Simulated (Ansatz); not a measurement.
**Ta (bcc type): how the settings move a single-point run**

Question: which choices in the input matter for Ta (bcc type)?

Method: reference: DFT, PBE, all-electron LAPW, scalar-relativistic, in Ansatz 0.2.0.

## Step 1: The structure to begin with

It takes space group Im-3m (No. 229, cubic). Conventional cell: a = 3.320 Å, b = 3.320 Å, c = 3.320 Å, α = 90.00°, β = 90.00°, γ = 90.00°. Ta (site symmetry m-3m) is surrounded by 8 Ta at 2.87 Å.

As a file:

```
CELL_PARAMETERS angstrom
3.31955 0.00000 0.00000
0.00000 3.31955 0.00000
0.00000 0.00000 3.31955
ATOMIC_POSITIONS crystal
Ta 0.00000 0.00000 0.00000
Ta 0.50000 0.50000 0.50000
```

## Step 2: Baseline

Input file input.yaml:

```yaml
crystal:
  lattice:
    - [3.3195547178, 0.0, 0.0]
    - [0.0, 3.3195547178, 0.0]
    - [0.0, 0.0, 3.3195547178]
  atoms:
    - { symbol: Ta, position: [0.0, 0.0, 0.0] }
    - { symbol: Ta, position: [0.5, 0.5, 0.5] }
kpoints:
  mp_grid: { grid: [12, 12, 12] }
scf:
  occupations: { method: fermi_dirac, width: 0.08 }
hamiltonian:
  xc: pbe
  pseudopotentials: { kind: all_electron, lapw: { basis_error: 0.001 } }
output:
  forces: true
  stress: true
  eigenvalues: true
```

On the command line:

```
$ ansatz run input.yaml --threads 2 --pin off --max-ram 5120MiB --backend cpu --events-out ev --progress --plain --runs-dir out
```

## Step 3: Changing settings: lower_state_search standard

input.yaml, as its differences from that of step 2:

```diff
@@ -12,2 +12,3 @@
   occupations: { method: fermi_dirac, width: 0.08 }
+  lower_state_search: standard
 hamiltonian:
```

Q: Predict the outcome of this session. Wanted: for each run, ending; energy change; pressure; gap; force.

**Answer**, as computed:

| run | ending | energy change | pressure (GPa) | gap (eV) | force (eV/Å) | cycles | time |
| --- | --- | --- | --- | --- | --- | --- | --- |
| reference | converged | 0 | 0.0 | 0.00 | 0.00 | 8 | 14 s |
| 1: lower_state_search standard | converged | 0.0 meV/atom | 0.0 | 0.00 | 0.00 | 8 | 14 s |

Residual by cycle in the longest SCF loop of each run; runs are numbered as in the table. The quantity is the density residual dr2, in eV.

| cycle | reference | run 1 |
| --- | --- | --- |
| 1 | 0.168 | 0.168 |
| 2 | 0.0512 | 0.0512 |
| 3 | 0.0268 | 0.0268 |
| 4 | 0.00959 | 0.00959 |
| 5 | 8.4e-4 | 8.4e-4 |
| 6 | 2.1e-5 | 2.1e-5 |
| 7 | 5.9e-7 | 5.9e-7 |
| 8 | 3.6e-9 | 3.6e-9 |

The changed input (search for lower states) leaves the energy the same to the digits printed.
